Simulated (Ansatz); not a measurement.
ScCu₃, space group Fm-3m: a convergence test of the k-point mesh, run with Ansatz's Python interface.

`sccu3_kconv.py`
```python
"""k-point test for ScCu3."""

import warnings

import ansatz as az

CUTOFF = 470
XC = "pbesol"
SMEARING = "fermi_dirac"
SMEARING_WIDTH = 0.1

warnings.simplefilter("ignore", az.DeckWarning)

sccu3 = (
    az.Lattice.fcc(6.066945)
    .space_group(225)
    .atom("Sc", (0.0, 0.0, 0.0))
    .atom("Cu", (0.5, 0.0, 0.0))
    .atom("Cu", (0.25, 0.75, 0.75))
    .primitive()
)

setup = (
    sccu3.calculation()
    .basis(CUTOFF)
    .functional(XC)
    .pseudopotentials("paw")
    .occupations(SMEARING, width=SMEARING_WIDTH)
    .stress()
)

rows = []
for value in [(2, 2, 2), (3, 3, 3), (4, 4, 4), (5, 5, 5), (6, 6, 6), (8, 8, 8)]:
    summary = setup.kpoints(mesh=value).run(threads=1).report
    rows.append((value, summary["free_energy_ev"] / len(summary["lattice"]["sites"]), summary["n_iterations"], sum(summary["stress_gpa"][i][i] for i in range(3)) / 3, summary["n_kpoints"]))

print("        mesh   F/atom (eV)    iterations       P (GPa)      k-points")
for row in rows:
    print(f"{str(row[0]):>12s}  {row[1]:12.5f}  {row[2]:12d}  {row[3]:12.3f}  {row[4]:12d}")

# differences from the last row
for row in rows[:-1]:
    shift = 1000 * (row[1] - rows[-1][1])
    print(f"{row[0]}: {shift:+.2f} meV/atom" + ("  (within 1 meV)" if abs(shift) < 1 else ""))
```

From which mesh on is the energy per atom within 1 meV of the last row, and how does it get there?

From 6×6×6 on it stays within 1 meV an atom of the value at 8×8×8; the first row (2×2×2) is off by 133.6 meV and the last but one by 0.67 meV. That rests on few rows after larger swings, so the series isn't shown to be converged. This holds for F at a smearing of 0.1 eV; a narrower one needs a denser mesh. It goes up and down, since the sum over k-points isn't variational. The pressure moves from -0.54 to -2.41 GPa.

The output:

`python sccu3_kconv.py` gives:
```text
        mesh   F/atom (eV)    iterations       P (GPa)      k-points
   (2, 2, 2)   -5469.44698             8        -0.536             3
   (3, 3, 3)   -5469.55279             6        -2.049             4
   (4, 4, 4)   -5469.58254             8        -2.234             8
   (5, 5, 5)   -5469.57677             8        -2.326            10
   (6, 6, 6)   -5469.57995             8        -2.434            16
   (8, 8, 8)   -5469.58062             8        -2.414            29
(2, 2, 2): +133.64 meV/atom
(3, 3, 3): +27.83 meV/atom
(4, 4, 4): -1.92 meV/atom
(5, 5, 5): +3.85 meV/atom
(6, 6, 6): +0.67 meV/atom  (within 1 meV)
```

Pressure is positive in compression. This cell is a computed structure, which may not be the phase found in nature. Shifts are counted from the finest mesh, which is itself no proven limit. Timing: 6.2 s on 1 thread of Intel(R) Xeon(R) 6975P-C (Granite Rapids), with other jobs on the host, peak memory 0.46 GiB.

(Lines on the test bed's own set-up are left out of the output.)
